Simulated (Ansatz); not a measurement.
**OsRu: the crystal squeezed far**

The task here is to estimate one member of a computed series from the others.

Program: Ansatz 0.2.0. Level of theory: DFT, PBEsol, PAW with Ansatz's default frozen-core files, scalar-relativistic. These are calculated values, not measurements.

1 further run of the same task is left out (it didn't finish).

### The structure to begin with

Symmetry: P-6m2, No. 187, hexagonal system. Conventional cell: a = 2.727 Å, b = 2.727 Å, c = 4.300 Å, α = 90.00°, β = 90.00°, γ = 120.00°. Ru (site symmetry -6m2) has 6 Os at 2.66 Å and 6 Ru at 2.73 Å as nearest neighbours. Around Os (site symmetry -6m2) lie 6 Ru at 2.66 Å and 6 Os at 2.73 Å.

Structure file:

```cif
data_structure
_symmetry_space_group_name_H-M 'P-6m2'
_symmetry_Int_Tables_number 187
_cell_length_a 2.7270
_cell_length_b 2.7270
_cell_length_c 4.3003
_cell_angle_alpha 90.000
_cell_angle_beta 90.000
_cell_angle_gamma 120.000
_cell_volume 27.70
loop_
_atom_site_label
_atom_site_type_symbol
_atom_site_symmetry_multiplicity
_atom_site_Wyckoff_symbol
_atom_site_fract_x
_atom_site_fract_y
_atom_site_fract_z
_atom_site_occupancy
Ru1 Ru 1 a 0.00000 0.00000 0.00000 1
Os1 Os 1 d 0.33333 0.66667 0.50000 1
```

The file gives the conventional cell by its symmetry; the runs use the cell typed in the input.

Whether this phase is the stable one at these pressures isn't tested.

Atoms are numbered in the order of the input: Ru1, Os2.

Set-up of the first run:

File input.yaml:

```yaml
crystal:
  lattice:
    - [2.7270104592, 0.0, 0.0]
    - [-1.3635052296, 2.3616603341, 0.0]
    - [0.0, 0.0, 4.30032006]
  atoms:
    - { symbol: Ru, position: [0.0, 0.0, 0.0] }
    - { symbol: Os, position: [0.3333333333, 0.6666666667, 0.5] }
kpoints:
  mp_grid: { grid: [15, 15, 9] }
scf:
  occupations: { method: fermi_dirac, width: 0.05 }
hamiltonian:
  xc: pbesol
  pseudopotentials: { kind: paw }
output:
  forces: true
  stress: true
relax:
  f_tol: 0.01
  max_steps: 30
  cell: { stress_tol: 0.05, fix: [volume] }
```

Command:

```
$ ansatz run input.yaml --threads 1 --pin off --max-ram 2048MiB --backend cpu --events-out ev --progress --plain --runs-dir out
```

Among the steps run: Shape and atoms relaxed at the given volume, PAW; Volume scaled by 1, PAW; Shape and atoms relaxed at 0.9 of the volume, PAW; Volume scaled by 0.9, PAW; Shape and atoms relaxed at 0.8 of the volume, PAW; Volume scaled by 0.8, PAW; Shape and atoms relaxed at 0.45 of the volume, PAW; Volume scaled by 0.45, PAW.

One table of the session follows, with a row left open; its other results are not shown here.

| method | volume over the first | volume (Å³/atom) | pressure (GPa) |
| --- | --- | --- | --- |
| PAW | 1 | 13.848 | -6.55 |
| PAW | 0.9 | 12.463 | 42.15 |
| PAW | 0.8 | ? | ? |
| PAW | 0.45 | 6.231 | 1693.96 |

Q: Estimate the row for PAW, 0.8 from the others.

**Answer.** volume (Å³/atom): 11.078; pressure (GPa): 129.48. In the column «volume (Å³/atom)» it lies between PAW, 0.45 (6.231) and PAW, 0.9 (12.463).

To keep in mind: Warnings in the runs' records: gradients without spin orbit.
